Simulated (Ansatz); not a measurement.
# H10O3Si4: the cost of one run

Program: Ansatz 0.2.0. Level of theory: DFT PBE, Gaussian basis def2-tzvp. These are calculated values, not measurements.

## 1. The structure to begin with

Bond lengths (14 of 16 bonds, heavy atoms first): Si1–O3 1.650 Å, O3–Si4 1.650 Å, Si1–O8 1.650 Å, O8–Si9 1.650 Å, Si1–O13 1.650 Å, O13–Si14 1.650 Å, Si1–H2 1.480 Å, Si4–H5 1.486 Å, Si4–H6 1.486 Å, Si4–H7 1.486 Å, Si9–H10 1.486 Å, Si9–H11 1.486 Å, Si9–H12 1.486 Å, Si14–H15 1.486 Å. Angles (14 of 27 angles, heavy atoms first): O3–Si1–O8 109.5°, O3–Si1–O13 109.5°, O8–Si1–O13 109.5°, Si1–O3–Si4 143.1°, Si1–O8–Si9 143.1°, Si1–O13–Si14 143.1°, H2–Si1–O3 109.5°, H2–Si1–O8 109.5°, H2–Si1–O13 109.5°, O3–Si4–H5 109.5°, O3–Si4–H6 109.5°, O3–Si4–H7 109.5°, O8–Si9–H10 109.5°, O8–Si9–H11 109.5°.

As a file:

```xyz
17

Si    0.0000    0.0000    0.0000
H     0.8545    0.8545    0.8545
O     0.9526   -0.9526   -0.9526
Si    2.4735   -1.5768   -1.0939
H     2.4680   -2.9987   -0.6637
H     2.9153   -1.4908   -2.5097
H     3.4083   -0.8044   -0.2357
O    -0.9526    0.9526   -0.9526
Si   -1.4501    1.1856   -2.5085
H    -0.3866    0.7337   -3.4422
H    -2.6890    0.4038   -2.7554
H    -1.7228    2.6288   -2.7312
O    -0.9526   -0.9526    0.9526
Si   -2.1965   -2.0359    0.9117
H    -3.3466   -1.4433    0.1815
H    -1.7546   -3.2726    0.2171
H    -2.6105   -2.3684    2.2992
```

## 2. Relaxing the atoms: H10O3Si4

Input file input.yaml:

```yaml
relax:
  f_tol: 0.001
  max_steps: 200
crystal:
  periodic: [false, false, false]
  atoms:
    - { symbol: Si, position_ang: [0.0, 0.0, 0.0] }
    - { symbol: H, position_ang: [0.85448, 0.85448, 0.85448] }
    - { symbol: O, position_ang: [0.95263, -0.95263, -0.95263] }
    - { symbol: Si, position_ang: [2.47347, -1.57678, -1.09394] }
    - { symbol: H, position_ang: [2.46801, -2.99869, -0.66368] }
    - { symbol: H, position_ang: [2.91532, -1.49079, -2.5097] }
    - { symbol: H, position_ang: [3.40831, -0.80439, -0.23575] }
    - { symbol: O, position_ang: [-0.95263, 0.95263, -0.95263] }
    - { symbol: Si, position_ang: [-1.45014, 1.18555, -2.5085] }
    - { symbol: H, position_ang: [-0.38665, 0.7337, -3.44221] }
    - { symbol: H, position_ang: [-2.68905, 0.40379, -2.75537] }
    - { symbol: H, position_ang: [-1.72279, 2.62883, -2.73124] }
    - { symbol: O, position_ang: [-0.95263, -0.95263, 0.95263] }
    - { symbol: Si, position_ang: [-2.19653, -2.03593, 0.91173] }
    - { symbol: H, position_ang: [-3.34655, -1.44331, 0.18149] }
    - { symbol: H, position_ang: [-1.75464, -3.27257, 0.21714] }
    - { symbol: H, position_ang: [-2.61051, -2.3684, 2.29921] }
basis:
  gaussian: { orbitals: def2-tzvp }
hamiltonian:
  xc: pbe
```

On the command line:

```sh
ansatz run input.yaml --threads 8 --pin off --max-ram 8192MiB --backend cpu --events-out ev --progress --plain --runs-dir out
```

Q: Estimate wall time and peak memory on 8 threads of Intel Xeon Platinum 8375C at 2.90GHz (Ice Lake), shared host.

About 2.6 min, with a peak of 0.6 GiB.
